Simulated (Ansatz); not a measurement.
# K2LiAlH6: the cost of one run

Computed with Ansatz 0.2.0 (DFT PBEsol, scalar-relativistic, plane waves, PAW, unless a step's input says otherwise).

**1. Starting point**

The structure is cubic, space group Fm-3m (No. 225). The conventional cell has a = 7.712 Å, b = 7.712 Å, c = 7.712 Å, α = 90.00°, β = 90.00°, γ = 90.00°. Around K (site symmetry -43m) lie 12 H at 2.73 Å. Around Li (site symmetry m-3m) lie 6 H at 2.07 Å. Al (site symmetry m-3m) is surrounded by 6 H at 1.78 Å. H (site symmetry 4mm) has 1 Al at 1.78 Å and 1 Li at 2.07 Å in its first shell of neighbours.

As a file:

```xyz
10
Lattice="0.0000 3.8561 3.8561 3.8561 0.0000 3.8561 3.8561 3.8561 0.0000" Properties=species:S:1:pos:R:3 pbc="T T T"
K     5.7842    5.7842    5.7842
K     1.9281    1.9281    1.9281
Li    3.8561    3.8561    3.8561
Al    0.0000    0.0000    0.0000
H     1.7826    3.8561    3.8561
H     3.8561    5.9297    3.8561
H     5.9297    3.8561    3.8561
H     3.8561    1.7826    3.8561
H     3.8561    3.8561    1.7826
H     3.8561    3.8561    5.9297
```

It goes back to an entry of the Materials Project, which need not be the stable form.

This cell was relaxed beforehand with the same method: volume 11.47 Å³/atom, gap on the mesh 2.33 eV.

**2. Optical spectrum**

input.yaml

```yaml
crystal:
  lattice:
    - [0.0, 3.8561419173, 3.8561419173]
    - [3.8561419173, 0.0, 3.8561419173]
    - [3.8561419173, 3.8561419173, 0.0]
  atoms:
    - { symbol: K, position: [0.75, 0.75, 0.75] }
    - { symbol: K, position: [0.25, 0.25, 0.25] }
    - { symbol: Li, position: [0.5, 0.5, 0.5] }
    - { symbol: Al, position: [0.0, 0.0, 0.0] }
    - { symbol: H, position: [0.7688618151, 0.2311381849, 0.2311381849] }
    - { symbol: H, position: [0.7688618151, 0.2311381849, 0.7688618151] }
    - { symbol: H, position: [0.2311381849, 0.7688618151, 0.7688618151] }
    - { symbol: H, position: [0.2311381849, 0.7688618151, 0.2311381849] }
    - { symbol: H, position: [0.2311381849, 0.2311381849, 0.7688618151] }
    - { symbol: H, position: [0.7688618151, 0.7688618151, 0.2311381849] }
basis:
  ecutwfc: 420
kpoints:
  mp_grid: { grid: [6, 6, 6] }
hamiltonian:
  xc: pbesol
scf:
  occupations: { method: gaussian, width: 0.02 }
  n_extra_bands: 40
output:
  forces: false
  stress: false
  eigenvalues: true
  optics: { e_range: [0, 14], sigma: 0.1, nscf_kmesh: { grid: [9, 9, 9] } }
checkpoint:
  read: start.run
  write: ck
  compress: false
  write_wavefunctions: false
  write_every: 100000
```

The run is started by

```bash
$ ansatz run input.yaml --threads 2 --pin off --max-ram 5120MiB --backend cpu --events-out ev --progress --plain --runs-dir out
```

What time and memory should one allow on 2 threads of Intel Xeon Platinum 8259CL at 2.50GHz (Skylake/Cascade Lake), shared host?

About 47 s, with a peak of 1 GiB.
